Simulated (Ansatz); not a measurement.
# CH3FGeO (SMILES C[O][Ge][F]): a chain of runs

We compute a series of 16 runs (HF/STO-3G, UHF/STO-3G, HF/3-21G, UHF/3-21G, HF/6-31G*, B3LYP/6-31G*, PBE/def2-SVP, MP2/6-31G*) of CH3FGeO. 

The calculation is run with Ansatz 0.2.0.

## (1) The system as given

CH3FGeO has 7 atoms, charge 0, and is taken as a singlet. As SMILES, `C[O][Ge][F]`. The shape is that of a PBE0-D4/def2-TZVP optimisation. This is one conformer, not always the lowest. The run starts from this shape.

Bond lengths: C1–O2 1.413 Å, O2–Ge3 1.764 Å, Ge3–F4 1.768 Å, C1–H5 1.092 Å, C1–H6 1.093 Å, C1–H7 1.093 Å. Angles: C1–O2–Ge3 128.6°, O2–Ge3–F4 99.1°, O2–C1–H5 112.1°, O2–C1–H6 109.1°, O2–C1–H7 109.0°, H5–C1–H6 109.1°, H5–C1–H7 109.1°, H6–C1–H7 108.4°.

## (2) A structure relaxation at HF/STO-3G (start density atoms) (run 1)

molecule.yaml

```yaml
crystal:
  periodic: [false, false, false]
  atoms:
    - {symbol: C, position_ang: [-0.504800, 0.491500, 0.394900]}
    - {symbol: O, position_ang: [0.412400, 0.624200, -0.671900]}
    - {symbol: Ge, position_ang: [1.441700, -0.610700, -1.398400]}
    - {symbol: F, position_ang: [0.967400, -1.990600, -0.400200]}
    - {symbol: H, position_ang: [-0.548500, -0.532200, 0.773800]}
    - {symbol: H, position_ang: [-0.208000, 1.161100, 1.206600]}
    - {symbol: H, position_ang: [-1.498700, 0.788500, 0.049700]}
basis:
  gaussian: {orbitals: STO-3G}
hamiltonian: {xc: hf}
relax: {f_tol: 0.002}
output: {orbitals: {seedname: orbitals}}
```

Launch:

```
$ ansatz run molecule.yaml --threads 1 --pin off --max-ram 3480MiB --events-out events.jsonl --progress --plain --runs-dir runs
```

Standard output:

```text
Warning: RAYON_NUM_THREADS=1 ignored (pool sized by the plan → 1); use --threads N
The last accepted step is kept in runs//last_step.txt (removed where the run ends without a failure and the disk answers)
[... 62 lines left out ...]
Total energy: -61573.96761237 eV, -2262.8015734203 hartree
[... 7 lines left out ...]
Dipole moment:    -0.055494    -0.018615     0.067890 e Å
```

It took 9.3 s on 1 thread of Arm Neoverse V2, shared host; peak memory 0.13 GiB.

Steps, from the record of the run:

```
step  energy from the first frame kept (eV)  largest force (eV/Å)
   1                                 0.0000                3.3937
   2                                -0.2960                2.3611
   3                                -0.3807                0.2824
   4                                -0.3859                0.0957
   5                                -0.3868                0.0654
   6                                -0.3869                0.1058
   7                                -0.3871                0.0080
   8                                -0.3871                0.0016
```

After the run. Bond lengths: C1–O2 1.417 Å, O2–Ge3 1.659 Å, Ge3–F4 1.661 Å, C1–H5 1.094 Å, C1–H6 1.095 Å, C1–H7 1.095 Å. Angles: C1–O2–Ge3 128.6°, O2–Ge3–F4 96.0°, O2–C1–H5 113.1°, O2–C1–H6 110.2°, O2–C1–H7 110.2°, H5–C1–H6 107.8°, H5–C1–H7 107.9°, H6–C1–H7 107.4°.

## (3) The harmonic vibrations at HF/STO-3G (start density atoms) (run 2)

job.yaml

```yaml
crystal:
  periodic: [false, false, false]
  atoms:
    - {symbol: C, position_ang: [-0.476190, 0.459606, 0.374565]}
    - {symbol: O, position_ang: [0.448356, 0.575972, -0.693470]}
    - {symbol: Ge, position_ang: [1.407785, -0.598958, -1.364421]}
    - {symbol: F, position_ang: [0.893369, -1.830102, -0.375858]}
    - {symbol: H, position_ang: [-0.541066, -0.556263, 0.776721]}
    - {symbol: H, position_ang: [-0.193308, 1.127855, 1.194998]}
    - {symbol: H, position_ang: [-1.477446, 0.753690, 0.041965]}
basis:
  gaussian:
    orbitals: STO-3G
hamiltonian:
  xc: hf
phonons:
  temperatures:
    t_min: 298.15
    t_max: 298.15
    t_step: 1
```

Launch:

```
$ ansatz run job.yaml --threads 1 --pin off --max-ram 3480MiB --events-out events.jsonl --progress --plain --runs-dir runs
```

Standard output:

```text
Warning: RAYON_NUM_THREADS=1 ignored (pool sized by the plan → 1); use --threads N
[... 232 lines left out ...]
Total energy: -61573.96768962 eV, -2262.8015762593 hartree
[... 7 lines left out ...]
Dipole moment:    -0.055494    -0.018616     0.067890 e Å
Vibrations: 55.58 191.17 247.93 436.63 611.07 752.46 1325.92 1337.59 1383.11 1756.32 1823.08 1828.43 3509.58 3675.11 3684.81 cm⁻¹, zero-point energy 1.402187 eV
```

Wall time 20 s (1 thread of Arm Neoverse V2, shared host); peak memory 0.086 GiB.

Runs 3 to 14 aren't shown in full; the table further down has their settings and results.

## (4) A structure relaxation at MP2/6-31G(d) (Cartesian functions, start density atoms) (run 15)

in.yaml

```yaml
crystal:
  periodic: [false, false, false]
  atoms:
    - {symbol: C, position_ang: [-0.504800, 0.491500, 0.394900]}
    - {symbol: O, position_ang: [0.412400, 0.624200, -0.671900]}
    - {symbol: Ge, position_ang: [1.441700, -0.610700, -1.398400]}
    - {symbol: F, position_ang: [0.967400, -1.990600, -0.400200]}
    - {symbol: H, position_ang: [-0.548500, -0.532200, 0.773800]}
    - {symbol: H, position_ang: [-0.208000, 1.161100, 1.206600]}
    - {symbol: H, position_ang: [-1.498700, 0.788500, 0.049700]}
basis:
  gaussian:
    orbitals: "6-31G*"
correlation:
  method: mp2
relax:
  f_tol: 0.002
output: {orbitals: {seedname: orbitals}}
```

Launch:

```
$ ansatz run in.yaml --threads 1 --pin off --max-ram 3480MiB --events-out events.jsonl --progress --plain --runs-dir runs
```

Standard output:

```text
Warning: RAYON_NUM_THREADS=1 ignored (pool sized by the plan → 1); use --threads N
[... 1 set-up line as earlier in the session ...]
[... 20 lines left out ...]
12 core orbitals not correlated: weight in the atoms' cores, before any rotation towards them, 1.000 or more for the frozen orbitals, at most 0.000 for the correlated occupied ones
[... 16 lines left out ...]
12 core orbitals not correlated: weight in the atoms' cores, before any rotation towards them, 1.000 or more for the frozen orbitals, at most 0.000 for the correlated occupied ones
[... 15 lines left out ...]
12 core orbitals not correlated: weight in the atoms' cores, before any rotation towards them, 1.000 or more for the frozen orbitals, at most 0.000 for the correlated occupied ones
[... 12 lines left out ...]
Dipole moment:    -0.064673     0.111443     0.034216 e Å
Checks for a lower state left out: cluster_reference
```

Run time: 25 s. Hardware: 1 thread of Arm Neoverse V2, shared host; peak memory 0.19 GiB.

The path in brief:

```
step  energy from the first frame kept (eV)  largest force (eV/Å)
   1                                 0.0000                0.7979
   2                                -0.0102                0.4598
   3                                -0.0158                0.0383
   4                                -0.0158                0.0167
   5                                -0.0159                0.0022
```

After the run. Bond lengths: C1–O2 1.440 Å, O2–Ge3 1.780 Å, Ge3–F4 1.766 Å, C1–H5 1.091 Å, C1–H6 1.092 Å, C1–H7 1.092 Å. Angles: C1–O2–Ge3 125.5°, O2–Ge3–F4 99.6°, O2–C1–H5 111.6°, O2–C1–H6 108.3°, O2–C1–H7 108.3°, H5–C1–H6 109.8°, H5–C1–H7 109.8°, H6–C1–H7 109.1°.

## (5) Vibrational wavenumbers at MP2/6-31G(d) (Cartesian functions, start density atoms) (run 16)

input.yaml

```yaml
basis:
  gaussian:
    orbitals: "6-31G*"
crystal:
  periodic: [false, false, false]
  atoms:
    - {symbol: C, position_ang: [-0.506734, 0.487719, 0.399150]}
    - {symbol: O, position_ang: [0.419649, 0.659428, -0.689279]}
    - {symbol: Ge, position_ang: [1.438464, -0.620094, -1.391371]}
    - {symbol: F, position_ang: [0.941368, -1.979380, -0.379534]}
    - {symbol: H, position_ang: [-0.522561, -0.544021, 0.752934]}
    - {symbol: H, position_ang: [-0.207422, 1.153142, 1.212104]}
    - {symbol: H, position_ang: [-1.501263, 0.775006, 0.050495]}
phonons:
  temperatures:
    t_min: 298.15
    t_max: 298.15
    t_step: 1
magnetization:
  spin_polarized: false
correlation:
  method: mp2
```

Launch:

```
$ ansatz run input.yaml --threads 1 --pin off --max-ram 3480MiB --events-out events.jsonl --progress --plain --runs-dir runs
```

Standard output:

```text
Warning: RAYON_NUM_THREADS=1 ignored (pool sized by the plan → 1); use --threads N
[... 41 lines left out ...]
12 core orbitals not correlated: weight in the atoms' cores, before any rotation towards them, 1.000 or more for the frozen orbitals, at most 0.000 for the correlated occupied ones
[... 71 lines left out ...]
12 core orbitals not correlated: weight in the atoms' cores, before any rotation towards them, 1.000 or more for the frozen orbitals, at most 0.000 for the correlated occupied ones
[... 72 lines left out ...]
12 core orbitals not correlated: weight in the atoms' cores, before any rotation towards them, 1.000 or more for the frozen orbitals, at most 0.000 for the correlated occupied ones
[... 71 lines left out ...]
12 core orbitals not correlated: weight in the atoms' cores, before any rotation towards them, 1.000 or more for the frozen orbitals, at most 0.000 for the correlated occupied ones
[... 69 lines left out ...]
Dipole moment:    -0.064673     0.111444     0.034216 e Å
[... 1 line left out ...]
Checks for a lower state left out: cluster_reference
```

It took 2.6 min on 1 thread of Arm Neoverse V2, shared host; peak memory 0.18 GiB.

## (6) The series

```
run                                                    level         task  walk f tol  partner   energy (Eh)  dipole moment (D)  wall time
  1                          HF/STO-3G (start density atoms)     optimise       0.002     base  -2262.801573               0.43      9.3 s
  2                          HF/STO-3G (start density atoms)  frequencies           –     base  -2262.801576               0.43       20 s
  3                         UHF/STO-3G (start density atoms)       energy           –   cation  -2262.562761                  –      1.5 s
  4                         UHF/STO-3G (start density atoms)     optimise           –   cation  -2262.613386                  –       44 s
  5                           HF/3-21G (start density atoms)     optimise       0.002     base  -2278.189787               0.80       10 s
  6                           HF/3-21G (start density atoms)  frequencies           –     base  -2278.189788               0.80       23 s
  7                          UHF/3-21G (start density atoms)       energy           –   cation  -2277.839547                  –      4.8 s
  8                          UHF/3-21G (start density atoms)     optimise           –   cation  -2277.885194                  –       53 s
  9     HF/6-31G* (Cartesian functions, start density atoms)     optimise       0.002     base  -2289.040904               0.62       16 s
 10     HF/6-31G* (Cartesian functions, start density atoms)  frequencies           –     base  -2289.040904               0.62       67 s
 11  B3LYP/6-31G* (Cartesian functions, start density atoms)     optimise       0.002     base  -2291.797261               0.54       30 s
 12  B3LYP/6-31G* (Cartesian functions, start density atoms)  frequencies           –     base  -2291.797261               0.54    1.9 min
 13                       PBE/def2-SVP (start density atoms)     optimise       0.002     base  -2291.066919               0.65       22 s
 14                       PBE/def2-SVP (start density atoms)  frequencies           –     base  -2291.066919               0.65       60 s
 15    MP2/6-31G* (Cartesian functions, start density atoms)     optimise       0.002     base  -2289.774978               0.64       25 s
 16    MP2/6-31G* (Cartesian functions, start density atoms)  frequencies           –     base  -2289.774978               0.64    2.6 min
```

## (7) What came out

| quantity | value |
| --- | --- |
| run 16, MP2/6-31G*: total energy | -2289.77498 Eh |
| run 16, MP2/6-31G*: dipole moment (correlated density) | 0.64 D |
| run 16, MP2/6-31G*: correlation energy (12 core orbitals frozen) | -736.0 mEh |
| run 16, MP2/6-31G*: largest force on an atom | 0.002 eV/Å |
| run 16, MP2/6-31G*: lowest harmonic wavenumber | 79 cm⁻¹ |
| run 16, MP2/6-31G*: highest harmonic wavenumber | 3224 cm⁻¹ |
| run 16, MP2/6-31G*: zero-point energy | 118.3 kJ/mol |
| vertical ionisation energy (to the doublet cation), HF/STO-3G | 6.498 eV |
| vertical ionisation energy (to the doublet cation), HF/3-21G | 9.531 eV |
| adiabatic ionisation energy (to the doublet cation, no zero-point term), HF/STO-3G | 5.121 eV |
| adiabatic ionisation energy (to the doublet cation, no zero-point term), HF/3-21G | 8.288 eV |

What this shows: At HF/STO-3G: the vertical ionisation energy comes to 6.50 eV (150 kcal/mol). In a minimal basis such a difference can be off by several eV, whatever the method. At HF/3-21G: the vertical ionisation energy comes to 9.53 eV (920 kJ/mol). At HF/STO-3G: the adiabatic ionisation energy (to the doublet cation, no zero-point term) is 5.12 eV (494 kJ/mol). At HF/3-21G: the adiabatic ionisation energy (to the doublet cation, no zero-point term) is 8.29 eV (191 kcal/mol). Totals of different functionals can't be ranked against each other. In runs 1, 2, 3, 4 the basis is minimal, so the values are rough. All runs together took 11 min, the longest 2.6 min.
